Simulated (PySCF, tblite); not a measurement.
# C₄H₄F₃NO: a rotation path, then NMR shifts on frames

Aim: move C₄H₄F₃NO (`CO[C@@H](C#N)C(F)(F)F`) away from its starting geometry and see how NMR shifts follow the geometry.

The runs use tblite 0.8.0 and PySCF 2.14.0, with density-fitted response routines of our own; the level of theory stands in each step. All values are computed, except where a source is named. Atoms are numbered from 0 throughout.

### Step 1. The molecule as given

13 atoms, charge 0, multiplicity 1; geometry from: GFN2-xTB.

Bonds of the start (Å): C0–O1 1.41, O1–C2 1.40, C2–C3 1.46, C3–N4 1.14, C2–C5 1.54, C5–F6 1.33, C5–F7 1.34, C5–F8 1.33, C0–H9 1.09, C0–H10 1.10, C0–H11 1.09, C2–H12 1.11.

### Step 2. A band between two rotamers with GFN2-xTB

The job: settings as JSON, then the geometry in Å.

```
{"job": {"kind": "neb", "xc": "GFN2-xTB", "basis": "xTB", "atoms": [3, 2, 5, 6], "turn": 120}, "charge": 0, "multiplicity": 1}
C     -1.909259     0.500551    -0.025940
O     -0.691314     0.253603     0.647669
C      0.317178    -0.269132    -0.172091
C      0.806683     0.688308    -1.161706
N      1.150855     1.456613    -1.931217
C      1.477961    -0.679493     0.752437
F      1.086664    -1.598227     1.636106
F      2.480842    -1.221304     0.047052
F      1.979496     0.346111     1.432212
H     -2.584484     0.890423     0.731102
H     -2.319567    -0.423938    -0.446226
H     -1.782616     1.238337    -0.823829
H     -0.016827    -1.181367    -0.703295
```

Method: GFN2-xTB climbing-image nudged elastic band, gas phase.

Command:

```
OMP_NUM_THREADS=1 python probes_run.py task.json out
```

One launch serves the whole session: the jobs run in the order shown.

The program printed:

```text
image   E - E0 / eV
  0       0.0000
  1       0.0150
  2       0.0485
  3       0.0823
  4       0.0971
  5       0.0842
  6       0.0512
  7       0.0167
  8      -0.0000
```

Run time: 10 s. Hardware: 1 thread, shared host.

The final band, with the dihedral C3–C2–C5–F6:

| image | dihedral (°) | energy (eV) | energy (kcal/mol) |
| --- | --- | --- | --- |
| 0 | -177 | 0.000 | 0.0 |
| 1 | -163 | 0.015 | 0.3 |
| 2 | -148 | 0.048 | 1.1 |
| 3 | -133 | 0.082 | 1.9 |
| 4 | -118 | 0.097 | 2.2 |
| 5 | -104 | 0.084 | 1.9 |
| 6 | -89 | 0.051 | 1.2 |
| 7 | -74 | 0.017 | 0.4 |
| 8 | -59 | 0.000 | 0.0 |

### Step 3. Nuclear shieldings: image 0, PBE0/pcSseg-1

The job: settings as JSON, then the geometry in Å.

```
{"job": {"kind": "nmr", "xc": "PBE0", "basis": "pcSseg-1", "pop": false}, "charge": 0, "multiplicity": 1}
C     -1.909300     0.500600    -0.025900
O     -0.691300     0.253600     0.647700
C      0.317200    -0.269100    -0.172100
C      0.806700     0.688300    -1.161700
N      1.150900     1.456600    -1.931200
C      1.478000    -0.679500     0.752400
F      1.086700    -1.598200     1.636100
F      2.480800    -1.221300     0.047100
F      1.979500     0.346100     1.432200
H     -2.584500     0.890400     0.731100
H     -2.319600    -0.423900    -0.446200
H     -1.782600     1.238300    -0.823800
H     -0.016800    -1.181400    -0.703300
```

Level: GIAO PBE0/pcSseg-1 NMR shielding, non-relativistic, gas phase.

The program printed:

```text
coarse grid: 12232 points
cycle   1  E = -583.3523197973  dE =  1.524e+00  |g| = 1.081e+00  |ddm| = 3.232e+00
cycle   2  E = -582.9174208245  dE =  4.349e-01  |g| = 1.911e+00  |ddm| = 1.849e+00
cycle   3  E = -583.5453034157  dE = -6.279e-01  |g| = 2.884e-01  |ddm| = 1.323e+00
cycle   4  E = -583.5598726518  dE = -1.457e-02  |g| = 1.146e-01  |ddm| = 2.286e-01
cycle   5  E = -583.5625075731  dE = -2.635e-03  |g| = 1.772e-02  |ddm| = 8.224e-02
cycle   6  E = -583.5625614729  dE = -5.390e-05  |g| = 6.246e-03  |ddm| = 1.645e-02
cycle   7  E = -583.5625677520  dE = -6.279e-06  |g| = 1.510e-03  |ddm| = 4.682e-03
final grid: 123336 points
cycle   8  E = -583.6449764256  dE = -3.820e-05  |g| = 1.176e-02  |ddm| = 2.377e-02
cycle   9  E = -583.6449494472  dE =  2.698e-05  |g| = 1.739e-02  |ddm| = 1.754e-02
cycle  10  E = -583.6450005333  dE = -5.109e-05  |g| = 1.124e-03  |ddm| = 1.103e-02
cycle  11  E = -583.6450008073  dE = -2.740e-07  |g| = 2.694e-04  |ddm| = 1.143e-03
cycle  12  E = -583.6450008142  dE = -6.831e-09  |g| = 1.940e-04  |ddm| = 2.735e-04
cycle  13  E = -583.6450008206  dE = -6.416e-09  |g| = 6.394e-05  |ddm| = 1.439e-04
cycle  14  E = -583.6450008214  dE = -8.120e-10  |g| = 1.286e-05  |ddm| = 4.287e-05
converged SCF energy = -583.6450008214

GIAO shielding tensors (ppm)
atom      isotropic    diamagn.    paramagn.     s11        s22        s33       span
  0 C      126.858     244.939    -118.081     93.691    103.134    183.750     90.059
  1 O      304.434     396.015     -91.581    277.152    283.879    352.271     75.119
  2 C      114.475     243.850    -129.376     94.648     99.693    149.083     54.434
  3 C       70.109     262.646    -192.536    -43.201    -38.732    292.260    335.461
  4 N      -52.303     338.820    -391.123   -240.267   -205.135    288.493    528.760
  5 C       56.263     240.323    -184.061     50.557     57.253     60.979     10.422
  6 F      256.755     471.464    -214.709    178.610    250.349    341.308    162.698
  7 F      252.545     470.557    -218.012    172.813    245.469    339.353    166.541
  8 F      262.596     471.826    -209.230    187.911    261.938    337.939    150.028
  9 H       27.579      28.182      -0.602     23.477     25.150     34.111     10.634
 10 H       28.446      28.866      -0.420     24.572     25.945     34.821     10.249
 11 H       27.814      29.307      -1.493     23.970     26.223     33.250      9.279
 12 H       27.520      29.069      -1.550     25.827     26.330     30.403      4.576
```

Run time: 63 s. Hardware: 1 thread, shared host.

Shifts follow as δ = σ(reference) − σ, with reference shieldings (ppm) from runs at the same level and on the same kind of geometry: 1H TMS 31.72, 13C TMS 186.9, 19F CFCl3 170.9, 15N NH3 267.7, 17O H2O 336.1. The references are single molecules in the gas phase, so shifts against H2O, NH3, PH3, H3PO4 or CFCl3 are not on the usual liquid scales and can be off by tens of ppm. Each atom is listed at this fixed geometry, with no averaging over motion; a spectrum would average atoms that exchange fast.

| atoms | environment | σ (ppm) | δ (ppm) |
| --- | --- | --- | --- |
| C5 | CF3 carbon | 56.3 | 130.7 |
| C3 | nitrile carbon | 70.1 | 116.8 |
| C2 | sp3 CH bonded to O, α to a nitrile | 114.5 | 72.5 |
| C0 | methyl carbon bonded to O | 126.9 | 60.1 |
| H12 | hydrogen on an sp3 CH bonded to O, α to a nitrile | 27.52 | 4.20 |
| H9 | hydrogen on a methyl carbon bonded to O | 27.58 | 4.14 |
| H11 | hydrogen on a methyl carbon bonded to O | 27.81 | 3.90 |
| H10 | hydrogen on a methyl carbon bonded to O | 28.45 | 3.27 |
| O1 | ether oxygen | 304.4 | 31.6 |
| N4 | nitrile nitrogen | -52.3 | 320.0 |
| F7 | fluorine of a CF3 group | 252.5 | -81.6 |
| F6 | fluorine of a CF3 group | 256.8 | -85.8 |
| F8 | fluorine of a CF3 group | 262.6 | -91.7 |

### Step 4. NMR shieldings: image 2, PBE0/pcSseg-1

The job: settings as JSON, then the geometry in Å.

```
{"job": {"kind": "nmr", "xc": "PBE0", "basis": "pcSseg-1", "pop": false}, "charge": 0, "multiplicity": 1}
C     -1.892200     0.574300    -0.009700
O     -0.665300     0.327500     0.647600
C      0.303300    -0.287600    -0.155700
C      0.785800     0.561900    -1.242900
N      1.130500     1.216200    -2.111100
C      1.480800    -0.671700     0.769200
F      1.298300    -1.889700     1.291900
F      2.641600    -0.715700     0.103500
F      1.632500     0.175100     1.778600
H     -2.526100     1.056400     0.730800
H     -2.355400    -0.361900    -0.340400
H     -1.758900     1.238300    -0.869200
H     -0.079300    -1.222400    -0.610500
```

With the program's defaults for keys left out, this is: GIAO PBE0/pcSseg-1 NMR shielding, non-relativistic, gas phase.

The program printed:

```text
coarse grid: 12232 points
cycle   1  E = -583.3476383682  dE =  1.523e+00  |g| = 1.085e+00  |ddm| = 3.235e+00
cycle   2  E = -582.9043523029  dE =  4.433e-01  |g| = 1.926e+00  |ddm| = 1.906e+00
cycle   3  E = -583.5425650970  dE = -6.382e-01  |g| = 2.873e-01  |ddm| = 1.363e+00
cycle   4  E = -583.5569292274  dE = -1.436e-02  |g| = 1.161e-01  |ddm| = 2.290e-01
cycle   5  E = -583.5596345643  dE = -2.705e-03  |g| = 1.803e-02  |ddm| = 8.359e-02
cycle   6  E = -583.5596907595  dE = -5.620e-05  |g| = 6.302e-03  |ddm| = 1.696e-02
cycle   7  E = -583.5596971699  dE = -6.410e-06  |g| = 1.520e-03  |ddm| = 4.816e-03
final grid: 123336 points
cycle   8  E = -583.6418846145  dE = -3.833e-05  |g| = 1.172e-02  |ddm| = 2.549e-02
cycle   9  E = -583.6418575937  dE =  2.702e-05  |g| = 1.736e-02  |ddm| = 1.789e-02
cycle  10  E = -583.6419085976  dE = -5.100e-05  |g| = 1.134e-03  |ddm| = 1.140e-02
cycle  11  E = -583.6419088761  dE = -2.785e-07  |g| = 2.234e-04  |ddm| = 1.159e-03
cycle  12  E = -583.6419088835  dE = -7.365e-09  |g| = 1.162e-04  |ddm| = 2.101e-04
cycle  13  E = -583.6419088852  dE = -1.711e-09  |g| = 5.038e-05  |ddm| = 8.316e-05
cycle  14  E = -583.6419088857  dE = -4.900e-10  |g| = 1.482e-05  |ddm| = 3.894e-05
converged SCF energy = -583.6419088857

GIAO shielding tensors (ppm)
atom      isotropic    diamagn.    paramagn.     s11        s22        s33       span
  0 C      126.938     244.962    -118.025     94.385    102.783    183.646     89.261
  1 O      304.516     395.542     -91.026    273.308    292.337    347.904     74.596
  2 C      113.333     244.242    -130.909     93.722     99.593    146.684     52.963
  3 C       70.591     262.769    -192.179    -42.702    -39.051    293.524    336.226
  4 N      -53.287     338.918    -392.205   -236.478   -205.869    282.485    518.964
  5 C       56.526     239.332    -182.806     50.070     57.688     61.820     11.750
  6 F      247.360     471.068    -223.708    172.616    227.214    342.251    169.635
  7 F      248.738     469.980    -221.241    173.292    239.814    333.110    159.818
  8 F      260.254     471.881    -211.626    186.129    265.505    329.129    142.999
  9 H       27.559      28.140      -0.581     23.450     25.166     34.061     10.611
 10 H       28.425      28.825      -0.401     24.543     25.892     34.840     10.297
 11 H       27.834      29.285      -1.451     24.041     26.207     33.253      9.211
 12 H       27.342      29.119      -1.777     25.457     26.445     30.123      4.665
```

Wall time 54 s (1 thread, shared host).

In short: δ C5 130.4, C3 116.3, C2 73.6, C0 60.0, H12 4.38, H9 4.16 ppm.

### Step 5. Shielding tensors: image 4, PBE0/pcSseg-1

The job: settings as JSON, then the geometry in Å.

```
{"job": {"kind": "nmr", "xc": "PBE0", "basis": "pcSseg-1", "pop": false}, "charge": 0, "multiplicity": 1}
C     -1.870100     0.650000    -0.004800
O     -0.630800     0.416300     0.631900
C      0.284500    -0.312800    -0.137900
C      0.758700     0.414800    -1.314200
N      1.099700     0.981800    -2.243200
C      1.484600    -0.663700     0.781900
F      1.612900    -1.992800     0.905800
F      2.649500    -0.216900     0.302300
F      1.345500    -0.169100     2.004200
H     -2.460500     1.216100     0.711900
H     -2.377600    -0.292500    -0.239200
H     -1.743500     1.233400    -0.921700
H     -0.157400    -1.264100    -0.494600
```

Method: GIAO PBE0/pcSseg-1 NMR shielding, non-relativistic, gas phase.

The program printed:

```text
coarse grid: 12232 points
cycle   1  E = -583.3430646497  dE =  1.525e+00  |g| = 1.089e+00  |ddm| = 3.241e+00
cycle   2  E = -582.8914969101  dE =  4.516e-01  |g| = 1.941e+00  |ddm| = 1.933e+00
cycle   3  E = -583.5402662707  dE = -6.488e-01  |g| = 2.857e-01  |ddm| = 1.383e+00
cycle   4  E = -583.5543399237  dE = -1.407e-02  |g| = 1.181e-01  |ddm| = 2.297e-01
cycle   5  E = -583.5571424244  dE = -2.803e-03  |g| = 1.859e-02  |ddm| = 8.506e-02
cycle   6  E = -583.5572022714  dE = -5.985e-05  |g| = 6.478e-03  |ddm| = 1.750e-02
cycle   7  E = -583.5572090233  dE = -6.752e-06  |g| = 1.519e-03  |ddm| = 4.915e-03
final grid: 123336 points
cycle   8  E = -583.6383882480  dE = -3.758e-05  |g| = 1.163e-02  |ddm| = 2.786e-02
cycle   9  E = -583.6383616414  dE =  2.661e-05  |g| = 1.721e-02  |ddm| = 1.770e-02
cycle  10  E = -583.6384119509  dE = -5.031e-05  |g| = 1.174e-03  |ddm| = 1.141e-02
cycle  11  E = -583.6384122484  dE = -2.975e-07  |g| = 2.164e-04  |ddm| = 1.176e-03
cycle  12  E = -583.6384122544  dE = -6.060e-09  |g| = 1.324e-04  |ddm| = 2.179e-04
cycle  13  E = -583.6384122568  dE = -2.403e-09  |g| = 6.130e-05  |ddm| = 1.007e-04
cycle  14  E = -583.6384122576  dE = -7.585e-10  |g| = 1.244e-05  |ddm| = 4.418e-05
converged SCF energy = -583.6384122576

GIAO shielding tensors (ppm)
atom      isotropic    diamagn.    paramagn.     s11        s22        s33       span
  0 C      127.203     244.998    -117.795     94.567    103.417    183.625     89.058
  1 O      301.693     395.404     -93.711    266.720    292.075    346.283     79.563
  2 C      111.823     244.710    -132.888     93.051     98.675    143.742     50.691
  3 C       70.792     262.862    -192.070    -41.521    -40.154    294.050    335.571
  4 N      -55.077     338.971    -394.048   -237.304   -205.497    277.570    514.874
  5 C       56.681     238.432    -181.751     49.208     58.187     62.648     13.439
  6 F      237.986     470.871    -232.885    172.973    202.959    338.026    165.054
  7 F      244.660     469.894    -225.235    175.893    230.471    327.615    151.722
  8 F      255.464     471.359    -215.895    182.151    264.408    319.832    137.682
  9 H       27.548      28.169      -0.622     23.393     25.208     34.042     10.650
 10 H       28.453      28.840      -0.387     24.638     25.878     34.844     10.207
 11 H       27.857      29.293      -1.436     24.048     26.204     33.319      9.271
 12 H       27.317      29.210      -1.894     25.471     26.064     30.414      4.943
```

It took 56 s on 1 thread, shared host.

This run: δ C5 130.2, C3 116.1, C2 75.1, C0 59.7, H12 4.40, H9 4.17 ppm.

### Step 6. NMR shieldings: image 6, PBE0/pcSseg-1

The job: settings as JSON, then the geometry in Å.

```
{"job": {"kind": "nmr", "xc": "PBE0", "basis": "pcSseg-1", "pop": false}, "charge": 0, "multiplicity": 1}
C     -1.841300     0.723900    -0.003600
O     -0.588400     0.498700     0.610000
C      0.265100    -0.340300    -0.117400
C      0.734900     0.257600    -1.365800
N      1.068300     0.737600    -2.345300
C      1.479800    -0.651800     0.787800
F      1.953300    -1.880600     0.533300
F      2.491700     0.196900     0.605200
F      1.159800    -0.618100     2.076700
H     -2.386000     1.369800     0.680700
H     -2.389600    -0.215000    -0.140400
H     -1.725800     1.222500    -0.970600
H     -0.226000    -1.300800    -0.368400
```

With the program's defaults for keys left out, this is: GIAO PBE0/pcSseg-1 NMR shielding, non-relativistic, gas phase.

The program printed:

```text
coarse grid: 12232 points
cycle   1  E = -583.3473146029  dE =  1.524e+00  |g| = 1.086e+00  |ddm| = 3.237e+00
cycle   2  E = -582.9043866561  dE =  4.429e-01  |g| = 1.927e+00  |ddm| = 1.877e+00
cycle   3  E = -583.5425969228  dE = -6.382e-01  |g| = 2.868e-01  |ddm| = 1.343e+00
cycle   4  E = -583.5568828287  dE = -1.429e-02  |g| = 1.166e-01  |ddm| = 2.297e-01
cycle   5  E = -583.5596118380  dE = -2.729e-03  |g| = 1.824e-02  |ddm| = 8.382e-02
cycle   6  E = -583.5596690614  dE = -5.722e-05  |g| = 6.409e-03  |ddm| = 1.695e-02
cycle   7  E = -583.5596756484  dE = -6.587e-06  |g| = 1.509e-03  |ddm| = 4.776e-03
final grid: 123336 points
cycle   8  E = -583.6412441497  dE = -3.945e-05  |g| = 1.161e-02  |ddm| = 2.651e-02
cycle   9  E = -583.6412181335  dE =  2.602e-05  |g| = 1.712e-02  |ddm| = 1.723e-02
cycle  10  E = -583.6412677963  dE = -4.966e-05  |g| = 1.171e-03  |ddm| = 1.096e-02
cycle  11  E = -583.6412680942  dE = -2.978e-07  |g| = 2.191e-04  |ddm| = 1.174e-03
cycle  12  E = -583.6412681011  dE = -6.908e-09  |g| = 1.169e-04  |ddm| = 2.019e-04
cycle  13  E = -583.6412681028  dE = -1.716e-09  |g| = 5.102e-05  |ddm| = 8.362e-05
cycle  14  E = -583.6412681033  dE = -5.050e-10  |g| = 1.433e-05  |ddm| = 3.905e-05
converged SCF energy = -583.6412681033

GIAO shielding tensors (ppm)
atom      isotropic    diamagn.    paramagn.     s11        s22        s33       span
  0 C      127.108     245.003    -117.894     93.914    103.753    183.658     89.743
  1 O      302.372     395.738     -93.366    265.615    293.564    347.937     82.322
  2 C      112.977     244.283    -131.306     93.055     99.531    146.347     53.292
  3 C       70.366     262.698    -192.332    -42.429    -39.415    292.942    335.371
  4 N      -54.527     338.888    -393.415   -242.134   -204.355    282.907    525.041
  5 C       56.337     239.331    -182.994     49.701     57.613     61.696     11.995
  6 F      244.908     470.709    -225.801    168.560    226.216    339.947    171.387
  7 F      253.442     470.695    -217.253    180.592    245.051    334.682    154.090
  8 F      256.017     471.375    -215.358    181.168    261.399    325.484    144.316
  9 H       27.559      28.184      -0.624     23.421     25.180     34.077     10.656
 10 H       28.459      28.871      -0.412     24.664     25.911     34.801     10.137
 11 H       27.836      29.302      -1.466     23.972     26.214     33.322      9.350
 12 H       27.458      29.155      -1.697     25.648     26.134     30.592      4.944
```

Run time: 58 s. Hardware: 1 thread, shared host.

Key values: δ C5 130.6, C3 116.6, C2 73.9, C0 59.8, H12 4.26, H9 4.16 ppm.

### Step 7. NMR shieldings: image 8, PBE0/pcSseg-1

The job: settings as JSON, then the geometry in Å.

```
{"job": {"kind": "nmr", "xc": "PBE0", "basis": "pcSseg-1", "pop": false}, "charge": 0, "multiplicity": 1}
C     -1.805600     0.799800    -0.013300
O     -0.543600     0.572600     0.582100
C      0.245600    -0.367800    -0.092500
C      0.693800     0.095100    -1.404300
N      1.010200     0.485800    -2.428100
C      1.476100    -0.638600     0.792900
F      2.274400    -1.556300     0.229400
F      2.208600     0.450400     1.001200
F      1.116900    -1.118500     1.984000
H     -2.298300     1.528500     0.625000
H     -2.395900    -0.122400    -0.046700
H     -1.704300     1.204500    -1.024900
H     -0.282400    -1.332700    -0.222400
```

Level: GIAO PBE0/pcSseg-1 NMR shielding, non-relativistic, gas phase.

The program printed:

```text
coarse grid: 12232 points
cycle   1  E = -583.3521507965  dE =  1.522e+00  |g| = 1.081e+00  |ddm| = 3.232e+00
cycle   2  E = -582.9171944402  dE =  4.350e-01  |g| = 1.911e+00  |ddm| = 1.850e+00
cycle   3  E = -583.5451258792  dE = -6.279e-01  |g| = 2.884e-01  |ddm| = 1.324e+00
cycle   4  E = -583.5596973245  dE = -1.457e-02  |g| = 1.146e-01  |ddm| = 2.286e-01
cycle   5  E = -583.5623331739  dE = -2.636e-03  |g| = 1.771e-02  |ddm| = 8.222e-02
cycle   6  E = -583.5623869976  dE = -5.382e-05  |g| = 6.250e-03  |ddm| = 1.646e-02
cycle   7  E = -583.5623932862  dE = -6.289e-06  |g| = 1.510e-03  |ddm| = 4.686e-03
final grid: 123336 points
cycle   8  E = -583.6449597516  dE = -4.007e-05  |g| = 1.190e-02  |ddm| = 2.445e-02
cycle   9  E = -583.6449321904  dE =  2.756e-05  |g| = 1.759e-02  |ddm| = 1.760e-02
cycle  10  E = -583.6449845023  dE = -5.231e-05  |g| = 1.140e-03  |ddm| = 1.116e-02
cycle  11  E = -583.6449847862  dE = -2.839e-07  |g| = 2.341e-04  |ddm| = 1.153e-03
cycle  12  E = -583.6449847945  dE = -8.361e-09  |g| = 1.138e-04  |ddm| = 2.172e-04
cycle  13  E = -583.6449847961  dE = -1.589e-09  |g| = 4.089e-05  |ddm| = 7.886e-05
cycle  14  E = -583.6449847964  dE = -2.933e-10  |g| = 1.680e-05  |ddm| = 3.233e-05
converged SCF energy = -583.6449847964

GIAO shielding tensors (ppm)
atom      isotropic    diamagn.    paramagn.     s11        s22        s33       span
  0 C      126.865     244.929    -118.064     93.839    103.042    183.713     89.875
  1 O      304.408     396.035     -91.627    277.518    283.265    352.443     74.925
  2 C      114.443     243.798    -129.355     94.631     99.660    149.039     54.408
  3 C       70.118     262.690    -192.572    -43.127    -38.767    292.247    335.374
  4 N      -52.332     338.824    -391.157   -240.162   -205.211    288.376    528.537
  5 C       56.228     240.343    -184.115     50.540     57.170     60.974     10.434
  6 F      252.377     470.578    -218.201    172.597    245.219    339.316    166.720
  7 F      262.493     471.842    -209.349    187.721    261.772    337.987    150.266
  8 F      256.774     471.441    -214.667    178.596    250.432    341.294    162.698
  9 H       27.574      28.176      -0.602     23.468     25.150     34.104     10.636
 10 H       28.448      28.852      -0.404     24.590     25.930     34.825     10.235
 11 H       27.799      29.302      -1.503     23.964     26.208     33.225      9.261
 12 H       27.504      29.027      -1.523     25.795     26.307     30.411      4.616
```

It took 60 s on 1 thread, shared host.

Key values: δ C5 130.7, C3 116.8, C2 72.5, C0 60.1, H12 4.21, H9 4.14 ppm.

### Step 8. Run by run: NMR shifts

Shifts (ppm) of some atoms, chosen among heavy atoms and hydrogens apart, with basis size and wall time:

| frame | H12 | H11 | O1 | N4 | F7 | F6 | F8 | functions | time |
| --- | --- | --- | --- | --- | --- | --- | --- | --- | --- |
| image 0 | 4.20 | 3.90 | 31.6 | 320.0 | -81.6 | -85.8 | -91.7 | 173 | 63 s |
| image 2 | 4.38 | 3.88 | 31.6 | 321.0 | -77.8 | -76.4 | -89.3 | 173 | 54 s |
| image 4 | 4.40 | 3.86 | 34.4 | 322.8 | -73.7 | -67.0 | -84.5 | 173 | 56 s |
| image 6 | 4.26 | 3.88 | 33.7 | 322.3 | -82.5 | -74.0 | -85.1 | 173 | 58 s |
| image 8 | 4.21 | 3.92 | 31.7 | 320.1 | -91.5 | -81.4 | -85.8 | 173 | 60 s |

### Step 9. Results

| quantity | value |
| --- | --- |
| barrier | 0.097 eV (2.2 kcal/mol) at image 4 |
| end to end (GFN2-xTB) | 0.000 eV |
| 13C shifts against TMS (PBE0/pcSseg-1, image 0) | 130.7, 116.8, 72.5, 60.1 ppm |
| 1H shifts against TMS (PBE0/pcSseg-1, image 0) | 4.20, 4.14, 3.90, 3.27 ppm |
| 17O shifts against H2O (PBE0/pcSseg-1, image 0) | 31.6 ppm |
| 15N shifts against NH3 (PBE0/pcSseg-1, image 0) | 320.0 ppm |
| 19F shifts against CFCl3 (PBE0/pcSseg-1, image 0) | -81.6, -85.8, -91.7 ppm |
| range of the shift of F6 | -85.8 to -67.0 ppm |

In words: Along the band the dihedral turns by 119°, and the top (dihedral -118°) lies 2.2 kcal/mol above the start (GFN2-xTB, rough), so at room temperature this motion is fast. The top was not checked by a frequency run. Shifts at one fixed geometry are not the observed spectrum, which averages over the motion. In the first frame run (image 0): The widest tensor belongs to N4: span 529 ppm, with a paramagnetic part of -391 ppm. In ppm, F6 moves most: its shift spreads over 18.8 ppm, from -85.8 (image 0) to -67.0 (image 4).
